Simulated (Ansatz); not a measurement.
# Sc4Te: the cost of one run

Program: Ansatz 0.2.0. Level of theory: DFT PBE, scalar-relativistic, plane waves, PAW. These are calculated values, not measurements.

### 1 The structure to begin with

The structure is tetragonal, space group P4/mmm (No. 123). Conventional cell: a = 5.232 Å, b = 5.232 Å, c = 3.838 Å, α = 90.00°, β = 90.00°, γ = 90.00°. Sc (site symmetry m2m) is surrounded by 3 Sc at 2.15 to 2.19 Å. Te (site symmetry 4/mmm) is surrounded by 16 Sc at 3.42 Å.

As a file:

```
Sc Te
1.0
     5.23205    0.00000    0.00000
     0.00000    5.23205    0.00000
     0.00000    0.00000    3.83846
Sc Te
4 1
Cartesian
  4.1393 2.6160 1.9192
  1.0928 2.6160 1.9192
  2.6160 4.1393 1.9192
  2.6160 1.0928 1.9192
  0.0000 0.0000 0.0000
```

Recipe of the guess: random cell by space group and Wyckoff sites (P4/mmm, No. 123). Its size is a rough estimate.

### 2 The guess as it stands, on a coarse mesh

The input, input.yaml:

```yaml
crystal:
  lattice:
    - [5.23205354, 0.0, 0.0]
    - [0.0, 5.23205354, 0.0]
    - [0.0, 0.0, 3.83846471]
  atoms:
    - { symbol: Sc, position: [0.79114261, 0.5, 0.5] }
    - { symbol: Sc, position: [0.20885739, 0.5, 0.5] }
    - { symbol: Sc, position: [0.5, 0.79114261, 0.5] }
    - { symbol: Sc, position: [0.5, 0.20885739, 0.5] }
    - { symbol: Te, position: [0.0, 0.0, 0.0] }
basis:
  ecutwfc: 420
kpoints:
  mp_grid: { grid: [4, 4, 4] }
hamiltonian:
  xc: pbe
scf:
  occupations: { method: gaussian, width: 0.1 }
  lower_state_search: "off"
output:
  forces: true
  stress: true
  eigenvalues: true
```

The run is started by

```sh
$ ansatz run input.yaml --threads 1 --pin off --max-ram 2560MiB --backend cpu --events-out ev --progress --plain --runs-dir out
```

Q: Estimate wall time and peak memory on 1 thread of Arm Neoverse V2, shared host.

About 3.5 s, with a peak of 0.37 GiB.
